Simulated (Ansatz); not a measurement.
# AlIr: pressure up to the limit of the methods

The task here is to estimate one member of a computed series from the others.

Computed with Ansatz 0.2.0 (DFT PBEsol, with the methods named in each step, unless a step's input says otherwise).

## The structure to begin with

It takes space group Pm-3m (No. 221, cubic). The conventional cell has a = 2.995 Å, b = 2.995 Å, c = 2.995 Å, α = 90.00°, β = 90.00°, γ = 90.00°. Al (site symmetry m-3m) has 8 Ir at 2.59 Å as nearest neighbours. Ir (site symmetry m-3m) is surrounded by 8 Al at 2.59 Å.

Structure file:

```
CELL_PARAMETERS angstrom
2.99455 0.00000 0.00000
0.00000 2.99455 0.00000
0.00000 0.00000 2.99455
ATOMIC_POSITIONS crystal
Al 0.00000 0.00000 0.00000
Ir 0.50000 0.50000 0.50000
```

Whether this phase is the stable one at these pressures isn't tested.

Atoms are numbered in the order of the input: Al1, Ir2.

Set-up of the first run:

The input, input.yaml:

```yaml
crystal:
  lattice:
    - [2.99455485, 0.0, 0.0]
    - [0.0, 2.99455485, 0.0]
    - [0.0, 0.0, 2.99455485]
  atoms:
    - { symbol: Al, position: [0.0, 0.0, 0.0] }
    - { symbol: Ir, position: [0.5, 0.5, 0.5] }
kpoints:
  mp_grid: { grid: [12, 12, 12] }
  band_path:
    path:
      - [0.0, 0.0, 0.0]
      - [0.0, 0.5, 0.0]
      - [0.5, 0.5, 0.0]
      - [0.0, 0.0, 0.0]
      - [0.5, 0.5, 0.5]
      - [0.0, 0.5, 0.0]
      - [0.5, 0.5, 0.5]
      - [0.5, 0.5, 0.0]
    npoints: 14
scf:
  occupations: { method: fermi_dirac, width: 0.05 }
hamiltonian:
  xc: pbesol
  pseudopotentials: { kind: all_electron, lapw: { basis_error: 0.001 } }
output:
  forces: true
  stress: true
  eigenvalues: true
  populations: true
```

Launch:

```sh
ansatz run input.yaml --threads 1 --pin off --max-ram 2048MiB --backend cpu --events-out ev --progress --plain --runs-dir out
```

Steps of the session up to this table: The reference volume, LAPW; Volume scaled by 1, norm-conserving; Volume scaled by 0.85, LAPW; Volume scaled by 0.8, LAPW; Volume scaled by 0.5, LAPW; Volume scaled by 0.5, crystal datasets.

One table of the session follows, with a row left open; its other results are not shown here.

```
          method  volume over the first  volume (Å³/atom)  pressure (GPa)
            LAPW                      1            13.427           -1.36
            LAPW                   0.85            11.413           55.07
            LAPW                    0.8            10.741           87.45
            LAPW                    0.5             6.713          771.98
             PAW                      1                 ?               ?
             PAW                   0.85            11.413           55.32
             PAW                    0.8            10.741           87.87
             PAW                    0.5             6.713          773.83
crystal datasets                    0.5             6.713          771.98
 norm-conserving                      1            13.427           -1.47
```

Estimate the missing values for PAW, 1.

The run gave: volume (Å³/atom): 13.427; pressure (GPa): -1.34.

To keep in mind: Rows by PAW come from runs of the same series that aren't printed here. A fit over so wide a range leans to the high pressures, so B₀ can be off by several per cent. Spin-orbit coupling is left out, though the cell holds Ir; in elements this heavy it can shift bands and gaps by tenths of an eV. Warnings in the runs' records: gradients without spin orbit, stress scf threshold loose, crystal datasets made, efg cores unanswered.
